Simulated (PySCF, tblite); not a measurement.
**C5HClF5 radical: geometry, infrared bands and EPR parameters**

What infrared bands and EPR parameters should C5HClF5 radical (`FC(F)(F)C(F)(F)[C]1C=C1Cl`) show?

Computed with tblite 0.8.0 and PySCF 2.14.0, with density-fitted response routines of our own, on a single molecule in the gas phase. Atoms are numbered from 0 throughout.

## 1. The molecule as given

12 atoms, charge 0, multiplicity 2; geometry from: force field or distance geometry start.

Bonds of the start (Å): F0–C1 1.39, C1–F2 1.36, C1–F3 1.36, C1–C4 1.53, C4–F5 1.38, C4–F6 1.37, C4–C7 1.52, C7–C8 1.49, C8–C9 1.32, C9–Cl10 1.77, C9–C7 1.49, C8–H11 1.09.

## 2. Optimising the geometry with GFN2-xTB

The job: settings as JSON, then the geometry in Å.

```
{"job": {"kind": "relax", "xc": "GFN2-xTB", "basis": "xTB"}, "charge": 0, "multiplicity": 2}
F     -1.072500    -1.903900    -0.482200
C     -1.651300    -0.710500    -0.083300
F     -2.184200    -0.038300    -1.144300
F     -2.631700    -0.876300     0.847800
C     -0.535800     0.189900     0.457000
F     -1.021800     1.407200     0.878500
F      0.009600    -0.462400     1.531800
C      0.475300     0.376100    -0.662000
C      1.685000     1.220300    -0.431700
C      1.860500    -0.091100    -0.396100
Cl     3.063900    -1.372200    -0.175400
H      2.004300     2.260600    -0.366000
```

The run is started by

```sh
OMP_NUM_THREADS=1 python probes_run.py task.json out
```

One launch serves the whole session: the jobs run in the order shown.

**Question.** This job is followed by: GFN2-xTB harmonic vibrations, gas phase; UKS B3LYP, pcH-1 on C Cl F H, non-relativistic, mean-field spin-orbit, GIAO. Predict these results of the whole session: strongest single infrared mode (GFN2-xTB); zero-point energy (GFN2-xTB); g(iso) (B3LYP); ⟨S²⟩; largest a(iso) (averaged by class); potential on the surface of density 0.002 e/bohr³, 1st and 99th percentile.

As calculated:

| quantity | value |
| --- | --- |
| strongest single infrared mode (GFN2-xTB) | 1098 cm⁻¹, 281 km/mol |
| zero-point energy (GFN2-xTB) | 30.5 kcal/mol |
| g(iso) (B3LYP) | 2.00281 |
| ⟨S²⟩ | 0.754 (exact 0.75) |
| largest a(iso) (averaged by class) | 13C on C7, 342.1 MHz |
| potential on the surface of density 0.002 e/bohr³, 1st and 99th percentile | -0.62 V and 1.84 V |

In words: Over 89 steps the energy fell by 0.582 eV; of the close pairs, C9–Cl10 changed most, 1.771 to 1.648 Å. No mode is imaginary among the 30: a minimum at this level. The strongest single mode, at 1098 cm⁻¹, moves mainly C1. GFN2-xTB is a fitted tight-binding method: band positions and strengths are rough. Its intensities can rank the bands wrongly. C7 carries the largest spin population, 0.74 e. The isotropic g lies 0.5 ppt above the free-electron value. The conformer search found further structures of the same energy, which may be mirror or relabelled copies of this one.
